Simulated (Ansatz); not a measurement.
# SbS3: the cost of one run

Program: Ansatz 0.2.0. Level of theory: DFT PBE, scalar-relativistic, plane waves, PAW. These are calculated values, not measurements.

1 further run of the same task is left out (it didn't finish). Runs told in other sessions of the task aren't counted.

**1. The system as given**

The structure is hexagonal, space group P6/mmm (No. 191). The conventional cell has a = 4.079 Å, b = 4.079 Å, c = 7.938 Å, α = 90.00°, β = 90.00°, γ = 120.00°. Sb (site symmetry 6/mmm) is surrounded by 6 S at 2.04 Å. Around S (site symmetry mmm) lie 2 Sb at 2.04 Å and 4 S at 2.04 Å.

Structure file:

```cif
data_structure
_symmetry_space_group_name_H-M 'P 1'
_symmetry_Int_Tables_number 1
_cell_length_a 4.0788
_cell_length_b 4.0788
_cell_length_c 7.9385
_cell_angle_alpha 90.000
_cell_angle_beta 90.000
_cell_angle_gamma 120.000
_cell_volume 114.38
loop_
_atom_site_label
_atom_site_type_symbol
_atom_site_fract_x
_atom_site_fract_y
_atom_site_fract_z
_atom_site_occupancy
Sb1 Sb 0.00000 0.00000 0.50000 1
S1 S 0.50000 0.00000 0.50000 1
S2 S 0.00000 0.50000 0.50000 1
S3 S 0.50000 0.50000 0.50000 1
```

The cell is invented: random cell by space group and Wyckoff sites (P6/mmm, No. 191). Its size is a rough estimate.

**2. A first look at the guess**

input.yaml

```yaml
crystal:
  lattice:
    - [4.078844, 0.0, 0.0]
    - [-2.039422, 3.53238253, 0.0]
    - [0.0, 0.0, 7.93846747]
  atoms:
    - { symbol: Sb, position: [0.0, 0.0, 0.5] }
    - { symbol: S, position: [0.5, 0.0, 0.5] }
    - { symbol: S, position: [0.0, 0.5, 0.5] }
    - { symbol: S, position: [0.5, 0.5, 0.5] }
basis:
  ecutwfc: 420
kpoints:
  mp_grid: { grid: [6, 6, 2] }
hamiltonian:
  xc: pbe
scf:
  occupations: { method: gaussian, width: 0.1 }
  lower_state_search: "off"
output:
  forces: true
  stress: true
  eigenvalues: true
```

Run with:

```
> ansatz run input.yaml --threads 1 --pin off --max-ram 2560MiB --backend cpu --events-out ev --progress --plain --runs-dir out
```

**Question.** How long does this run take on 1 thread of Intel Xeon at 2.50GHz (Skylake/Cascade Lake), shared host, and how much memory does it need?

About 5.3 s, with a peak of 0.38 GiB.
